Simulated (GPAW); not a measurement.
The system is HfO2.

```
Hf O
1.0
     0.00000    2.55750    2.55750
     2.55750    0.00000    2.55750
     2.55750    2.55750    0.00000
Hf O
1 2
Direct
  0.00000 0.00000 0.00000
  0.75000 0.75000 0.75000
  0.25000 0.25000 0.25000
```

Measurements of this composition are mostly on another form, of space group No. 14.

Base run:

- Program: GPAW 26.7.0
- Functional: PBEsol
- Potentials or basis: PAW data sets generated in the run's folder for this functional
- Cutoff: 800 eV
- Basis: pw
- k mesh: 9 × 9 × 9
- Occupations: fermi-dirac, width 0.05 eV
- Spin: no spin polarisation
- Hubbard terms: Hf d U = 4 eV

Its results: band gap on the k mesh 4.47 eV, indirect (least direct gap 4.59 eV); pressure 0.7 GPa.

The run is repeated on the same cell with these changes: hubbard terms from Hf d U = 4 eV to Hf d U = 1 eV. What comes out?

Band gap on the k mesh 3.90 eV, indirect (least direct gap 4.02 eV); pressure -7.7 GPa.

Caveats: spin-orbit coupling is left out, which moves the levels of the heavy elements; the mesh misses the band edges, which the band path finds closer together.
